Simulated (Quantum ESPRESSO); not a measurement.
Here is a Quantum ESPRESSO 7.5 calculation.

The input pw.in:

```
&CONTROL
  calculation = 'scf'
  prefix = 'pwscf'
  outdir = './tmp'
  pseudo_dir = './pseudo'
  tprnfor = .true.
  tstress = .true.
  disk_io = 'low'
/
&SYSTEM
  ibrav = 0
  celldm(1) = 8
  nat = 2
  ntyp = 2
  ecutwfc = 56
  ecutrho = 448
  nbnd = 25
  occupations = 'smearing'
  smearing = 'fd'
  degauss = 0.00367493
/
&ELECTRONS
  conv_thr = 4d-10
  electron_maxstep = 120
  mixing_beta = 0.5
/
ATOMIC_SPECIES
Ag   107.8682 ag_pbesol_v1.4.uspp.F.UPF
Rh   102.9055 rh_pbesol_v1.4.uspp.F.UPF
CELL_PARAMETERS alat
  0.6561101230768   0.0000000000000   0.0000000000000
 -0.3280550615384   0.5682080342697   0.0000000000000
  0.0000000000000   0.0000000000000   1.1358676027910
ATOMIC_POSITIONS crystal
Ag     0.0000000000    0.0000000000    0.5000000000
Rh     0.6666666667    0.3333333333    0.0000000000
K_POINTS automatic
11 11 6 0 0 0
```

The input bands.in:

```
&CONTROL
  calculation = 'bands'
  prefix = 'pwscf'
  outdir = './tmp'
  pseudo_dir = './pseudo'
  disk_io = 'low'
  verbosity = 'high'
/
&SYSTEM
  ibrav = 0
  celldm(1) = 8
  nat = 2
  ntyp = 2
  ecutwfc = 56
  ecutrho = 448
  nbnd = 25
  occupations = 'smearing'
  smearing = 'fd'
  degauss = 0.00367493
/
&ELECTRONS
  conv_thr = 1d-08
  electron_maxstep = 120
  mixing_beta = 0.5
  diago_full_acc = .true.
  startingwfc = 'random'
/
ATOMIC_SPECIES
Ag   107.8682 ag_pbesol_v1.4.uspp.F.UPF
Rh   102.9055 rh_pbesol_v1.4.uspp.F.UPF
CELL_PARAMETERS alat
  0.6561101230768   0.0000000000000   0.0000000000000
 -0.3280550615384   0.5682080342697   0.0000000000000
  0.0000000000000   0.0000000000000   1.1358676027910
ATOMIC_POSITIONS crystal
Ag     0.0000000000    0.0000000000    0.5000000000
Rh     0.6666666667    0.3333333333    0.0000000000
K_POINTS crystal
60
 0.0000000000  0.0000000000  0.0000000000 1
 0.0625000000  0.0000000000  0.0000000000 1
 0.1250000000  0.0000000000  0.0000000000 1
 0.1875000000  0.0000000000  0.0000000000 1
 0.2500000000  0.0000000000  0.0000000000 1
 0.3125000000  0.0000000000  0.0000000000 1
 0.3750000000  0.0000000000  0.0000000000 1
 0.4375000000  0.0000000000  0.0000000000 1
 0.5000000000  0.0000000000  0.0000000000 1
 0.4583333333  0.0833333333  0.0000000000 1
 0.4166666667  0.1666666667  0.0000000000 1
 0.3750000000  0.2500000000  0.0000000000 1
 0.3333333333  0.3333333333  0.0000000000 1
 0.2962962963  0.2962962963  0.0000000000 1
 0.2592592593  0.2592592593  0.0000000000 1
 0.2222222222  0.2222222222  0.0000000000 1
 0.1851851852  0.1851851852  0.0000000000 1
 0.1481481481  0.1481481481  0.0000000000 1
 0.1111111111  0.1111111111  0.0000000000 1
 0.0740740741  0.0740740741  0.0000000000 1
 0.0370370370  0.0370370370  0.0000000000 1
 0.0000000000  0.0000000000  0.0000000000 1
 0.0000000000  0.0000000000  0.1250000000 1
 0.0000000000  0.0000000000  0.2500000000 1
 0.0000000000  0.0000000000  0.3750000000 1
 0.0000000000  0.0000000000  0.5000000000 1
 0.0625000000  0.0000000000  0.5000000000 1
 0.1250000000  0.0000000000  0.5000000000 1
 0.1875000000  0.0000000000  0.5000000000 1
 0.2500000000  0.0000000000  0.5000000000 1
 0.3125000000  0.0000000000  0.5000000000 1
 0.3750000000  0.0000000000  0.5000000000 1
 0.4375000000  0.0000000000  0.5000000000 1
 0.5000000000  0.0000000000  0.5000000000 1
 0.4666666667  0.0666666667  0.5000000000 1
 0.4333333333  0.1333333333  0.5000000000 1
 0.4000000000  0.2000000000  0.5000000000 1
 0.3666666667  0.2666666667  0.5000000000 1
 0.3333333333  0.3333333333  0.5000000000 1
 0.3030303030  0.3030303030  0.5000000000 1
 0.2727272727  0.2727272727  0.5000000000 1
 0.2424242424  0.2424242424  0.5000000000 1
 0.2121212121  0.2121212121  0.5000000000 1
 0.1818181818  0.1818181818  0.5000000000 1
 0.1515151515  0.1515151515  0.5000000000 1
 0.1212121212  0.1212121212  0.5000000000 1
 0.0909090909  0.0909090909  0.5000000000 1
 0.0606060606  0.0606060606  0.5000000000 1
 0.0303030303  0.0303030303  0.5000000000 1
 0.0000000000  0.0000000000  0.5000000000 1
 0.5000000000  0.0000000000  0.5000000000 1
 0.5000000000  0.0000000000  0.3750000000 1
 0.5000000000  0.0000000000  0.2500000000 1
 0.5000000000  0.0000000000  0.1250000000 1
 0.5000000000  0.0000000000  0.0000000000 1
 0.3333333333  0.3333333333  0.0000000000 1
 0.3333333333  0.3333333333  0.1250000000 1
 0.3333333333  0.3333333333  0.2500000000 1
 0.3333333333  0.3333333333  0.3750000000 1
 0.3333333333  0.3333333333  0.5000000000 1
```

Potentials or basis: GBRV 1.5 PBEsol.

Launch:

```bash
$ OMP_NUM_THREADS=1 mpirun -n 2 pw.x -nk 2 -in pw.in > pw.out
$ OMP_NUM_THREADS=1 mpirun -n 2 pw.x -nk 2 -in bands.in > bands.out
```

Q: Estimate the band gap on the k mesh.

A: None (metal or under the smearing width).

Q: Estimate the pressure.

A: -10.6 GPa.

Stress tensor (GPa, compression positive):
```
-10.53   0.00   0.00
  0.00 -10.53   0.00
  0.00   0.00 -10.82
```
